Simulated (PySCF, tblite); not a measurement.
**C5H14FNSi2: geometry, infrared bands and NMR shifts**

Wanted: the infrared bands and NMR shifts of C5H14FNSi2 (`C[C@@H](F)[C@@H]1CC[Si@@H]1N[SiH3]`), by calculation.

Programs: tblite 0.8.0 and PySCF 2.14.0, with density-fitted response routines of our own. Each step states its level of theory. These are calculated values for one molecule in the gas phase, unless marked as measured. Atoms are numbered from 0 throughout.

## 1. The molecule as given

23 atoms, charge 0, multiplicity 1; geometry from: force field or distance geometry start.

Bonds of the start (Å): C0–C1 1.50, C1–F2 1.38, C1–C3 1.50, C3–C4 1.54, C4–C5 1.51, C5–Si6 1.87, Si6–N7 1.78, N7–Si8 1.80, Si6–C3 1.84, C0–H9 1.11, C0–H10 1.12, C0–H11 1.08, C1–H12 1.13, C3–H13 1.10, C4–H14 1.10, C4–H15 1.12, C5–H16 1.11, C5–H17 1.10, Si6–H18 1.46, N7–H19 1.07, Si8–H20 1.46, Si8–H21 1.45, Si8–H22 1.47.

## 2. Geometry optimisation with GFN2-xTB

The job: settings as JSON, then the geometry in Å.

```
{"job": {"kind": "relax", "xc": "GFN2-xTB", "basis": "xTB"}, "charge": 0, "multiplicity": 1}
C     -2.337700     1.407000    -0.107500
C     -1.921700     0.081000     0.462800
F     -3.058400    -0.686900     0.610300
C     -1.025700    -0.675600    -0.473500
C     -0.608400    -2.024100     0.151000
C      0.895900    -1.955700     0.130900
Si     0.755000    -0.202500    -0.518000
N      1.327700     1.004300     0.655800
Si     2.809400     1.725600    -0.073200
H     -2.969700     1.265800    -1.011700
H     -3.011000     1.915300     0.636600
H     -1.497400     2.066700    -0.266400
H     -1.477400     0.204500     1.496400
H     -1.438500    -0.806900    -1.484400
H     -1.037300    -2.834200    -0.464800
H     -0.949900    -2.073400     1.217200
H      1.368300    -1.992700     1.139500
H      1.385700    -2.594900    -0.612300
H      1.362600    -0.057900    -1.837200
H      1.689500     0.444800     1.491400
H      3.996200     1.467100     0.740700
H      3.025800     1.164300    -1.393600
H      2.712200     3.185300    -0.206800
```

On the command line:

```sh
> OMP_NUM_THREADS=1 python probes_run.py task.json out
```

The driver reads the jobs from task.json and runs them one after another.

**Question.** This job is followed by: GFN2-xTB harmonic vibrations, gas phase; GIAO PBE0/pcSseg-1 NMR shielding, non-relativistic, gas phase. Predict these results of the whole session: strongest single infrared mode (GFN2-xTB); zero-point energy (GFN2-xTB); 13C shifts against TMS (PBE0/pcSseg-1); 1H shifts against TMS (PBE0/pcSseg-1, means over atoms taken as alike); 19F shifts against CFCl3 (PBE0/pcSseg-1); 29Si shifts against TMS (PBE0/pcSseg-1); 15N shifts against NH3 (PBE0/pcSseg-1).

As calculated:

| quantity | value |
| --- | --- |
| strongest single infrared mode (GFN2-xTB) | 2298 cm⁻¹, 517 km/mol |
| zero-point energy (GFN2-xTB) | 111.5 kcal/mol |
| 13C shifts against TMS (PBE0/pcSseg-1) | 94.7, 44.7, 24.9, 21.2, 21.1 ppm |
| 1H shifts against TMS (PBE0/pcSseg-1, means over atoms taken as alike) | 5.22, 4.78, 4.74, 2.18, 2.15, 2.15, 1.62, 1.60, 1.36, -0.13 ppm |
| 19F shifts against CFCl3 (PBE0/pcSseg-1) | -194.3 ppm |
| 29Si shifts against TMS (PBE0/pcSseg-1) | -6.5, -55.4 ppm |
| 15N shifts against NH3 (PBE0/pcSseg-1) | 20.1 ppm |

**Reading.** Over 137 steps the energy fell by 1.108 eV; of the close pairs, C3–Si6 changed most, 1.843 to 1.916 Å. All 63 modes are real, so the xTB geometry is a minimum. The strongest single mode, at 2298 cm⁻¹, moves mainly H21. Unscaled tight-binding wavenumbers are off by several per cent, some by more. Its intensities can rank the bands wrongly. At PBE0/pcSseg-1: The widest tensor belongs to Si8: span 101 ppm, with a paramagnetic part of -474 ppm.
